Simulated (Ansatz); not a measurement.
# GdO: the cost of one run

Computed with Ansatz 0.2.0 (DFT PBE+U (U_eff = 6 eV on Gd 4f), scalar-relativistic, plane waves, PAW, unless a step's input says otherwise).

2 further runs of the same task are left out: 1 that didn't finish, 1 set aside as unsound or not needed.

**1. The system as given**

It takes space group F-43m (No. 216, cubic). Conventional cell: a = 5.397 Å, b = 5.397 Å, c = 5.397 Å, α = 90.00°, β = 90.00°, γ = 90.00°. Gd (site symmetry -43m) is surrounded by 4 O at 2.34 Å. Around O (site symmetry -43m) lie 4 Gd at 2.34 Å.

Structure file:

```
CELL_PARAMETERS angstrom
0.00000 2.69843 2.69843
2.69843 0.00000 2.69843
2.69843 2.69843 0.00000
ATOMIC_POSITIONS crystal
Gd 0.00000 0.00000 0.00000
O 0.25000 0.25000 0.25000
```

An earlier run at PBE+U (U_eff = 6 eV on Gd 4f) left this cell at 19.649 Å³/atom and 0.00 GPa (10×10×10 mesh).

The changes: atom 1 (Gd) moved 0.05 Å along y; strain e2 = +0.02, atoms carried along; all atoms moved at random (σ = 0.06 Å), cell strained at random (1 %).

**2. Atom 1 (Gd) moved 0.05 Å along y**

The input, input.yaml:

```yaml
crystal:
  lattice:
    - [0.0, 2.6984308834, 2.6984308834]
    - [2.6984308834, 0.0, 2.6984308834]
    - [2.6984308834, 2.6984308834, 0.0]
  atoms:
    - { symbol: Gd, position: [0.0092646434, -0.0092646434, 0.0092646434], spin: 7.72 }
    - { symbol: O, position: [0.25, 0.25, 0.25] }
basis:
  ecutwfc: 420
  ecutrho_ratio: 4
kpoints:
  mp_grid: { grid: [10, 10, 10] }
hamiltonian:
  xc: pbe
  hubbard: { sites: [{ species: Gd, l: f, u_eff: 6.0 }] }
scf:
  occupations: { method: gaussian, width: 0.05 }
  lower_state_search: "off"
output:
  forces: true
  stress: true
  eigenvalues: true
  populations: true
  hubbard: { sites: [{ species: Gd, l: f }] }
  write_density: true
  write_potential: true
  elf: true
  volumetric_format: npy
magnetization:
  spin_polarized: true
checkpoint:
  read: start.run
  write: ck
  compress: false
  write_wavefunctions: false
  write_every: 100000
```

start.run holds the converged state of the cell before the atoms were moved.

The run is started by

```sh
> ansatz run input.yaml --threads 2 --pin off --max-ram 3072MiB --backend cpu --events-out ev --progress --plain --runs-dir out
```

What time and memory should one allow on 2 threads of Intel Xeon 6975P-C (Granite Rapids), shared host?

About 9.4 s, with a peak of 0.63 GiB.
